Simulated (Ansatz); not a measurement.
# EuRe3 (AuCu3 type): response to moved atoms and strain

Aim: move atoms of EuRe3 (AuCu3 type) or strain its cell, and read the forces, the stress and the rise in energy. The cell was built by placing the elements on the sites of a structure type; the runs don't test whether it is the stable form.

Program: Ansatz 0.2.0. Level of theory: DFT PBEsol, scalar-relativistic, plane waves, PAW. These are calculated values, not measurements.

### Step 1. The structure to begin with

The structure is cubic, space group Pm-3m (No. 221). The conventional cell has a = 4.064 Å, b = 4.064 Å, c = 4.064 Å, α = 90.00°, β = 90.00°, γ = 90.00°. Eu (site symmetry m-3m) is surrounded by 12 Re at 2.87 Å. Re (site symmetry 4/mmm) has 4 Eu at 2.87 Å and 8 Re at 2.87 Å as nearest neighbours.

Structure file:

```xyz
4
Lattice="4.0641 0.0000 0.0000 0.0000 4.0641 0.0000 0.0000 0.0000 4.0641" Properties=species:S:1:pos:R:3 pbc="T T T"
Eu    0.0000    0.0000    0.0000
Re    0.0000    2.0320    2.0320
Re    2.0320    2.0320    0.0000
Re    2.0320    0.0000    2.0320
```

An earlier run at PBEsol left this cell at 16.781 Å³/atom and 0.00 GPa (8×8×8 mesh).

The changes: atom 1 (Eu) moved 0.02 Å along x; strain e5 = +0.02, atoms carried along.

### Step 2. Atom 1 (Eu) moved 0.02 Å along x

File input.yaml:

```yaml
crystal:
  lattice:
    - [4.0640769026, 0.0, 0.0]
    - [0.0, 4.0640769026, 0.0]
    - [0.0, 0.0, 4.0640769026]
  atoms:
    - { symbol: Eu, position: [0.0049211667, 0.0, 0.0], spin: 6.77 }
    - { symbol: Re, position: [0.0, 0.5, 0.5] }
    - { symbol: Re, position: [0.5, 0.5, 0.0] }
    - { symbol: Re, position: [0.5, 0.0, 0.5] }
basis:
  ecutwfc: 420
  ecutrho_ratio: 4
kpoints:
  mp_grid: { grid: [8, 8, 8] }
hamiltonian:
  xc: pbesol
scf:
  occupations: { method: gaussian, width: 0.05 }
  lower_state_search: "off"
output:
  forces: true
  stress: true
  eigenvalues: true
  populations: true
magnetization:
  spin_polarized: true
checkpoint:
  read: start.run
  write: ck
  compress: false
  write_wavefunctions: false
  write_every: 100000
```

start.run holds the converged state of the cell before the atoms were moved.

The program printed (excerpt; [...] marks lines left out):

```text
Warning: checkpoint.read: the run can stay near the saved state's solution: 1 site(s) moved relative to the saved geometry (max |Δs| = 4.921e-3 fractional); the SCF starts from the saved state under `checkpoint.density_extrapolation: transplant`, in force with no word given. A run without [...]
Warning: RAYON_NUM_THREADS=4 ignored (pool sized by the plan → 4); use --threads N
Eu: projections on atomic orbitals take those of the free atom [Kr 4d10] 4f7 5s2 5p6 5d0 6s2, of charge +0.00 (hamiltonian.pseudopotentials.projection_atoms); the dataset's partial waves leave at most 1.0e-3 of an orbital's norm unspanned inside its sphere
[...]
Pseudopotentials: kind: paw
Pseudopotential: Eu, paw, valence charge 17, recommended cutoff 420 eV (normal), Eu.paw.azcp
Pseudopotential: Re, paw, valence charge 15, recommended cutoff 420 eV (normal), Re.paw.azcp
Functional definition: PBEsol
[...]
Crystal: 4 atoms, lattice volume = 67.125 Å³
Basis set: ecut = 420 eV, 1357 PW (Γ), exchange–correlation on 60×60×60 points (8 copies of the dense FFT grid, shifted against one another)
Bands: 42, of which v1, the nominal top of the filled ones, is band 31 counted from 1 (30 counted from 0)
Symmetry: 8 space group operations
Space group: P4mm (ITA 99), of the structure as read, at distance tolerance 4.1e-5 Å
Magnetic group: BNS 99.163 (UNI 823), of the structure as read, at distance tolerance 4.1e-5 Å
k-points: 75 of 512 (time reversal used)
[...]
Starting moments: Σ|m| = 6.77 μB on 1 of 4 sites; this step starts from the density that it was given
[...]
spin=Collinear: Kerker preconditioning applied to the charge; magnetization (m = ρ↑ − ρ↓) channel mixes plain (no charge-response kernel on spin).
[...]
SCF iter   9: F=-40872.103897 eV  HF=-40872.103897 eV  |F-HF|=3.71e-10  |Δ(HF+E_count)|=   9.40e-9  Δρ=8.71e-7 (↑8.71e-7 ↓7.94e-7)  dr2=8.40e-10  dr2_m=1.94e-10  M=5.963 μB ∫|m|=6.622 μB  ethr=1.61e-10  ⟨swp⟩=4.3  Hψ=17542  notcnv=0
[...]
SCF converged after 9 iterations
Magnetization: 5.9632 μB (33.9816 up, 28.0184 down)
Absolute magnetization: 6.6220 μB (∫|ρ↑−ρ↓|, with the PAW one-centre terms)
Spin contamination: 0.6147 ħ² per cell (⟨S²⟩ above its minimum at these occupations)
Per-site moments (μB) at R_I (Å): [(6.1556199272652785, 1.1795970331645798), (-0.10028296115479995, 1.185416239050483), (-0.10007803822978682, 1.1795970331645798), (-0.1000780382297863, 1.1795970331645798)]
Free energy (F): -40872.103897 eV
[...]
E sigma→0 (E₀):  -40872.099771 eV
Entropy (-TS):   -0.008252 eV (-2.063 meV/atom)
Fermi energy:    21.304785 eV
[...]
--- Forces (eV/Å), atoms counted from 1 ---
  atom   1  Eu    -0.23141866    -0.00000000     0.00000000
  atom   2  Re    -0.03855458     0.00000000     0.00000000
  atom   3  Re     0.13497833    -0.00000000     0.00000000
  atom   4  Re     0.13497833     0.00000000     0.00000000
[...]
--- Stress (GPa, compression-positive) ---
       -0.014633      -0.000000       0.000000
       -0.000000       0.018776       0.000000
        0.000000       0.000000       0.018776
  P = ⅓ Tr σ = 0.0076 GPa (0.076 kbar)
--- Band table (eV; the first three rows and the last of 150) ---
[...]
--- Löwdin populations: 4 sites ---
  site symbol       q [e]    m [muB]
     0     Eu     18.1093     6.3700
     1     Re     14.5367    -0.1345
     2     Re     14.5367    -0.1345
     3     Re     14.5367    -0.1345
  spilling = 0.004527 (of n_electrons = 62.000000)
```

Run time: 6.5 s. Hardware: 4 threads of an x86-64 CPU, shared host; peak memory 0.62 GiB.

This gives: volume 16.781 Å³/atom, pressure 0.01 GPa, metallic, moments in the atoms' spheres Eu 6.16; Re -0.10 μB.

Forces on the atoms, as numbers:

```tsv
atom	x (eV/Å)	y (eV/Å)	z (eV/Å)
Eu1	-0.231	0.000	0.000
Re2	-0.039	0.000	0.000
Re3	0.135	0.000	0.000
Re4	0.135	0.000	0.000
```

### Step 3. Strain e5 = +0.02, atoms carried along

File input.yaml:

```yaml
crystal:
  lattice:
    - [4.0640769026, 0.0, 0.040640769]
    - [0.0, 4.0640769026, 0.0]
    - [0.040640769, 0.0, 4.0640769026]
  atoms:
    - { symbol: Eu, position: [0.0, 0.0, 0.0], spin: 6.77 }
    - { symbol: Re, position: [0.0, 0.5, 0.5] }
    - { symbol: Re, position: [0.5, 0.5, 0.0] }
    - { symbol: Re, position: [0.5, 0.0, 0.5] }
basis:
  ecutwfc: 420
  ecutrho_ratio: 4
kpoints:
  mp_grid: { grid: [8, 8, 8] }
hamiltonian:
  xc: pbesol
scf:
  occupations: { method: gaussian, width: 0.05 }
output:
  forces: true
  stress: true
  eigenvalues: true
  populations: true
magnetization:
  spin_polarized: true
```

The program printed:

```text
Warning: RAYON_NUM_THREADS=4 ignored (pool sized by the plan → 4); use --threads N
Eu: projections on atomic orbitals take those of the free atom [Kr 4d10] 4f7 5s2 5p6 5d0 6s2, of charge +0.00 (hamiltonian.pseudopotentials.projection_atoms); the dataset's partial waves leave at most 1.0e-3 of an orbital's norm unspanned inside its sphere
Engine: ansatz 0.2.0, x86_64-unknown-linux-gnu
[... 4 set-up lines as earlier in the session ...]
  exchange = pbesol_x
  correlation = pbesol_c
Crystal: 4 atoms, lattice volume = 67.119 Å³
Basis set: ecut = 420 eV, 1333 PW (Γ), exchange–correlation on 60×60×60 points (8 copies of the dense FFT grid, shifted against one another)
Bands: 42, of which v1, the nominal top of the filled ones, is band 31 counted from 1 (30 counted from 0)
[... 1 set-up line as earlier in the session ...]
Space group: Cmmm (ITA 65), of the structure as read, at distance tolerance 4.1e-5 Å
Magnetic group: BNS 65.481 (UNI 579), of the structure as read, at distance tolerance 4.1e-5 Å
k-points: 105 of 512
Non-local potential: Eu, projectors of the file, l = 0: 3, l = 1: 2, l = 2: 2, l = 3: 3
Non-local potential: Re, projectors of the file, l = 0: 3, l = 1: 2, l = 2: 2, l = 3: 1
PAW form: soft (Blöchl's): semilocal exchange-correlation on the pseudo side does not see the compensation charge
PAW frozen core: Eu, regenerated for the run's functional, and the local potential with it (the file was generated under x = pbe(κ = 0.804, μ = 0.2195149727645171), c = pbe(β = 0.06672455060314922))
PAW frozen core: Re, regenerated for the run's functional, and the local potential with it (the file was generated under x = pbe(κ = 0.804, μ = 0.2195149727645171), c = pbe(β = 0.06672455060314922))
PAW one-centre angular grid: Eu, 590 points (default); XC on 64 Gauss nodes
PAW one-centre angular grid: Re, 590 points (default); XC on 64 Gauss nodes
Initial density: superposition of atomic densities (chi_scale 0.1, normalization cell)
Starting moments: Σ|m| = 6.77 μB on 1 of 4 sites
Initial wavefunctions: pseudopotential atomic-orbital guess
Functional: x = pbesol(κ = 0.804, μ = 0.12345679012345678), c = pbesol(β = 0.046)
SCF iter   1: F=—  HF=-40873.179469 eV  |F-HF|=—  |Δ(HF+E_count)|=         —  Δρ=3.68e-2 (↑3.68e-2 ↓3.45e-2)  dr2=4.11e0  dr2_m=8.32e-2  M=6.365 μB ∫|m|=6.494 μB  β_m=0.30  ethr=3.10e-3  ⟨swp⟩=6.0  Hψ=30118  notcnv=0
Mixer restart at iter 1: flushing history
preconditioner: auto → Kerker (q_TF=auto, 2.692 Å⁻¹)  [metal: Δε(μ)=0.002 eV  Ē_g=7.828 eV  σ=0.050 eV  W_gap=0.02  n_scr=22 (ndim 8)  ℏωp=27.2 eV  f_vac=0.000  D(μ)=8.10/eV (n_scr^D=118)]
spin=Collinear: Kerker preconditioning applied to the charge; magnetization (m = ρ↑ − ρ↓) channel mixes plain (no charge-response kernel on spin).
SCF iter   2: F=—  HF=-40872.562409 eV  |F-HF|=—  |Δ(HF+E_count)|=   6.17e-1  Δρ=2.43e-2 (↑2.43e-2 ↓2.32e-2)  dr2=1.77e0  dr2_m=3.81e-2  M=6.316 μB ∫|m|=6.483 μB  β_m=0.58  ethr=3.10e-3  ⟨swp⟩=2.0  Hψ=12245  notcnv=0  defer=467
SCF iter   3: F=—  HF=-40872.104686 eV  |F-HF|=—  |Δ(HF+E_count)|=   4.58e-1  Δρ=3.44e-3 (↑3.18e-3 ↓3.44e-3)  dr2=1.42e-2  dr2_m=2.23e-3  M=6.159 μB ∫|m|=6.493 μB  β_m=0.79  ethr=2.86e-3  ⟨swp⟩=2.1  Hψ=13643  notcnv=0  defer=470
SCF iter   4: F=—  HF=-40872.106146 eV  |F-HF|=—  |Δ(HF+E_count)|=   1.46e-3  Δρ=1.51e-3 (↑1.51e-3 ↓1.02e-3)  dr2=4.42e-3  dr2_m=3.94e-4  M=6.083 μB ∫|m|=6.535 μB  β_m=0.85  ethr=2.29e-5  ⟨swp⟩=2.4  Hψ=16548  notcnv=0  defer=453
SCF iter   5: F=—  HF=-40872.107212 eV  |F-HF|=—  |Δ(HF+E_count)|=   1.07e-3  Δρ=1.33e-3 (↑1.20e-3 ↓1.33e-3)  dr2=8.83e-3  dr2_m=1.30e-4  M=6.053 μB ∫|m|=6.556 μB  β_m=0.74  ethr=7.14e-6  ⟨swp⟩=2.0  Hψ=13557  notcnv=0  defer=454
SCF iter   6: F=—  HF=-40872.106771 eV  |F-HF|=—  |Δ(HF+E_count)|=   4.41e-4  Δρ=4.67e-4 (↑4.67e-4 ↓3.87e-4)  dr2=3.14e-4  dr2_m=6.48e-5  M=6.040 μB ∫|m|=6.568 μB  β_m=0.87  ethr=7.14e-6  ⟨swp⟩=1.9  Hψ=10310  notcnv=0  defer=455
SCF iter   7: F=—  HF=-40872.106970 eV  |F-HF|=—  |Δ(HF+E_count)|=   2.00e-4  Δρ=2.86e-4 (↑2.86e-4 ↓1.62e-4)  dr2=7.56e-5  dr2_m=2.09e-5  M=6.021 μB ∫|m|=6.586 μB  β_m=0.94  ethr=5.06e-7  ⟨swp⟩=2.0  Hψ=12706  notcnv=0  defer=455
SCF iter   8: F=—  HF=-40872.110266 eV  |F-HF|=—  |Δ(HF+E_count)|=   3.30e-3  Δρ=2.39e-4 (↑2.39e-4 ↓9.15e-5)  dr2=2.74e-5  dr2_m=1.16e-5  M=6.006 μB ∫|m|=6.596 μB  β_m=0.74  ethr=1.22e-7  ⟨swp⟩=2.0  Hψ=14132  notcnv=0  defer=456
SCF iter   9: F=—  HF=-40872.110255 eV  |F-HF|=—  |Δ(HF+E_count)|=   1.09e-5  Δρ=7.61e-5 (↑7.61e-5 ↓4.36e-5)  dr2=2.60e-6  dr2_m=1.53e-6  M=6.005 μB ∫|m|=6.598 μB  β_m=0.87  ethr=4.42e-8  ⟨swp⟩=1.8  Hψ=10266  notcnv=0  defer=456
SCF iter  10: F=—  HF=-40872.110256 eV  |F-HF|=—  |Δ(HF+E_count)|=   1.09e-6  Δρ=3.26e-5 (↑3.26e-5 ↓1.67e-5)  dr2=7.18e-7  dr2_m=2.65e-7  M=6.003 μB ∫|m|=6.600 μB  β_m=0.93  ethr=4.20e-9  ⟨swp⟩=2.3  Hψ=13181  notcnv=0  defer=456
SCF iter  11: F=—  HF=-40872.110256 eV  |F-HF|=—  |Δ(HF+E_count)|=   2.10e-7  Δρ=4.80e-6 (↑4.80e-6 ↓3.33e-6)  dr2=1.48e-8  dr2_m=7.38e-9  M=6.001 μB ∫|m|=6.600 μB  β_m=0.97  ethr=1.16e-9  ⟨swp⟩=2.0  Hψ=12851  notcnv=0  defer=456
SCF iter  12: F=—  HF=-40872.110256 eV  |F-HF|=—  |Δ(HF+E_count)|=   3.86e-9  Δρ=1.52e-6 (↑1.52e-6 ↓7.85e-7)  dr2=1.30e-9  dr2_m=5.58e-10  M=6.001 μB ∫|m|=6.601 μB  β_m=0.98  ethr=2.39e-11  ⟨swp⟩=2.1  Hψ=14445  notcnv=0  defer=456
SCF iter  13: F=-40872.110256 eV  HF=-40872.110256 eV  |F-HF|=3.66e-8  |Δ(HF+E_count)|=   3.73e-9  Δρ=6.82e-6 (↑6.82e-6 ↓6.89e-7)  dr2=3.46e-8  dr2_m=6.86e-9  M=6.001 μB ∫|m|=6.601 μB  ethr=2.10e-12  ⟨swp⟩=7.7  Hψ=29988  notcnv=0
SCF 1 converged in 13 iterations: F = -40872.110256 eV  dr2 = 3.46e-8
SCF converged after 13 iterations
Magnetization: 6.0012 μB (34.0006 up, 27.9994 down)
Absolute magnetization: 6.6008 μB (∫|ρ↑−ρ↓|, with the PAW one-centre terms)
Spin contamination: 0.5928 ħ² per cell (⟨S²⟩ above its minimum at these occupations)
Per-site moments (μB) at R_I (Å): [(6.1556371791262, 1.173562076667562), (-0.08881756865464804, 1.1735620766675618), (-0.08881756865464759, 1.1735620766675618), (-0.09373393605638113, 1.173562076667562)]
Free energy (F): -40872.110256 eV
Harris-Foulkes:  -40872.110256 eV  (|F-HF|=3.66e-8)
Internal energy: -40872.101151 eV  (E = F + TS)
E sigma→0 (E₀):  -40872.105703 eV
Entropy (-TS):   -0.009105 eV (-2.276 meV/atom)
Fermi energy:    21.304831 eV
--- Per-component energies (eV) ---
  E_band       = -155.038776
  E_kinetic    = 1996.387426
  E_local      = -3811.246194  (includes V_loc(G=0)·N_el)
  E_nonlocal   = 596.817082
  E_hartree    = 1411.388265
  E_xc         = -1387.669774
  E_vxc        = -1125.212219  (∫ρ·V_xc dr)
  E_paw        = -31861.483905  (= ΣΔE_a)
  E_vpaw       = -634.555273  (= ΣTr[D̂ρ^β])
  E_aug_tail   = -0.000205  (compensation charges beyond the density's cutoff)
  E_ewald      = -7817.580461
  E_core_change = 1.286616  (= ΣΔE_core)
  E_smearing   = -0.009105  (= −TS)
  E_closure    = 0.000000  (closes the sum)
  Σ components = -40872.110256   (vs F -40872.110256, Δ=0.00e0)
--- Forces (eV/Å), atoms counted from 1 ---
  atom   1  Eu    -0.00000000     0.00000000    -0.00000000
  atom   2  Re     0.00000000     0.00000000     0.00000000
  atom   3  Re     0.00000000     0.00000000     0.00000000
  atom   4  Re    -0.00000000     0.00000000     0.00000000
  max |Σ_I F_I| component: 1.26e-29 eV/Å
--- Stress (GPa, compression-positive) ---
       -0.051094      -0.000000       1.107833
       -0.000000       0.299035       0.000000
        1.107833       0.000000      -0.051094
  P = ⅓ Tr σ = 0.0656 GPa (0.656 kbar)
--- Band table (eV; the first three rows and the last of 210) ---
  k-point 0 ↑: bands = ["-58.2534", "-58.1889", "-58.1863", "-20.4070", "-20.3853", "-20.3666", "-20.0548", "-20.0370", "-20.0177", "-19.8657", "-19.8500", "-19.8342", "-19.1744", "2.0558", "2.0676", "2.0786", "13.2163", "15.9965", "15.9988", "16.4180", "16.8405", "16.8564", "16.8710", "20.4892", "20.6112", "20.6234", "20.6342", "20.6346", "20.6446", "20.6693", "20.6737", "20.6797", "20.8109", "23.1695", "23.1698", "24.6784", "25.3738", "25.3756", "25.3797", "25.3826", "25.4093", "25.4472"]
  k-point 1 ↑: bands = ["-58.2511", "-58.1908", "-58.1867", "-20.3941", "-20.3736", "-20.3575", "-20.0568", "-20.0407", "-20.0210", "-19.8915", "-19.8583", "-19.8527", "-19.1478", "2.0034", "2.0560", "2.0587", "13.4596", "16.1666", "16.1853", "16.5817", "16.9399", "17.0315", "17.0331", "20.2918", "20.5087", "20.5245", "20.6075", "20.6243", "20.6248", "20.6440", "20.7550", "20.9470", "20.9879", "22.9394", "23.2224", "23.8807", "23.8873", "24.4106", "24.4499", "25.3778", "26.4709", "26.4724"]
  k-point 2 ↑: bands = ["-58.2449", "-58.1969", "-58.1868", "-20.3574", "-20.3423", "-20.3318", "-20.0636", "-20.0531", "-20.0307", "-19.9721", "-19.8783", "-19.8775", "-19.0906", "1.8632", "2.0284", "2.0292", "14.1363", "16.5440", "16.7165", "17.0577", "17.1890", "17.5400", "17.5415", "19.8397", "20.4368", "20.4420", "20.5267", "20.5344", "20.5877", "20.5889", "20.8155", "21.3964", "21.4047", "22.3049", "22.4192", "22.4215", "22.8301", "23.3008", "23.6692", "25.3804", "26.2392", "26.2450"]
  k-point 104 ↓: bands = ["-58.2594", "-58.2546", "-58.2535", "-20.6110", "-20.4054", "-20.3989", "-20.3874", "-19.9430", "-19.9274", "-19.9238", "-19.9170", "-19.9040", "-16.4374", "3.8546", "3.8638", "3.8722", "15.6932", "15.7287", "15.7625", "17.5421", "19.5254", "19.6266", "19.7401", "20.3782", "20.5145", "20.6648", "21.2658", "21.3573", "21.3709", "23.9416", "24.0221", "24.0977", "24.5617", "24.6758", "24.7796", "24.9755", "24.9856", "24.9991", "25.2433", "25.2550", "25.2996", "25.3439"]
--- Löwdin populations: 4 sites ---
  site symbol       q [e]    m [muB]
     0     Eu     18.1106     6.3746
     1     Re     14.5363    -0.1215
     2     Re     14.5363    -0.1215
     3     Re     14.5360    -0.1274
  spilling = 0.004531 (of n_electrons = 62.000000)
```

Run time: 9.2 s. Hardware: 4 threads of an x86-64 CPU, shared host; peak memory 0.79 GiB.

This gives: volume 16.780 Å³/atom, pressure 0.07 GPa, metallic, moments in the atoms' spheres Eu 6.16; Re -0.09 μB.

### Step 4. Results

| change | change of free energy (meV/atom) | largest force (eV/Å) | largest change of stress (GPa) |
| --- | --- | --- | --- |
| atom 1 (Eu) moved 0.02 Å along x | 0.58 | 0.231 | 0.02 |
| strain e5 = +0.02, atoms carried along | -1.01 | 0.000 | 1.11 |

Moving atom 1 by 0.02 Å meets a restoring force of 0.231 eV/Å along the move, a force constant of about 11.6 eV/Å². Under e5 = +0.02 the matching stress changes by +1.11 GPa (compression positive), while the largest change is +1.11 GPa in component xz. The stress drives this strain further, which points to an instability. A distortion lowers the energy, so the starting cell or its electronic state is no minimum. Spin–orbit coupling is left out, though the cell holds Re; in elements this heavy it can shift levels and gaps by tenths of an eV. No U acts on the 4f shell, so its levels can lie too near the Fermi level.
